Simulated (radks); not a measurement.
**Spin polarisation of the 4f shell in Ce**

An exercise on one series of results from a longer session: the logs are not shown, and one member is left open.

The numbers are computed with radks (a radial shooting solver on a logarithmic mesh, Libxc functionals) version 1 (scalar-relativistic Kohn-Sham, r2SCAN, spin-polarised, spherical densities, finite nucleus), except any that are marked as measured or tabulated.

## Starting point

| Quantity | Value |
| --- | --- |
| element | cerium (Z = 58) |
| charge | 0 |
| electrons | 58 |
| configuration | [Xe] 4f(up 0.5, down 0.5) 5d(up 0.5, down 0.5) 6s2 |
| nuclear rms radius | 4.8771 fm |

A shell typed twice in an input gives spin up, then spin down.

Set-up of the first run:

Input:

```text
Z 58
configuration [Xe] 4f0.5 4f0.5 5d0.5 5d0.5 6s2
relativity scalar-relativistic
functional r2scan,r2scan
spin polarised
nucleus finite rms 4.8771 fm
c 137.035999084
```

Steps of the session up to this table: No moment.

One of the session's tables, all rows but one given; the rest of the session is left out.

It belongs to the step «No moment». Sizes of the orbitals, from the radial functions (bohr):

```
level     <r>  outermost maximum (interpolated)  90 % within  nodes
   4s  0.6376                             0.593        0.915      3
   4p  0.6749                             0.619        0.980      2
   4d  0.7446                             0.652         1.12      1
   5s   1.525                              1.38         2.19      4
   5p   1.761                              1.55         2.57      3
   4f   1.108                             0.707         1.92      0
   6s   4.412                              3.81         6.44      5
   5d       ?                                 ?            ?      ?
```

**Question.** Estimate the row for 5d.

**Answer.** <r>: 2.949; outermost maximum (interpolated): 2.13; 90 % within: 4.76; nodes: 2. In the column «<r>» it lies between 5p (1.761) and 6s (4.412).
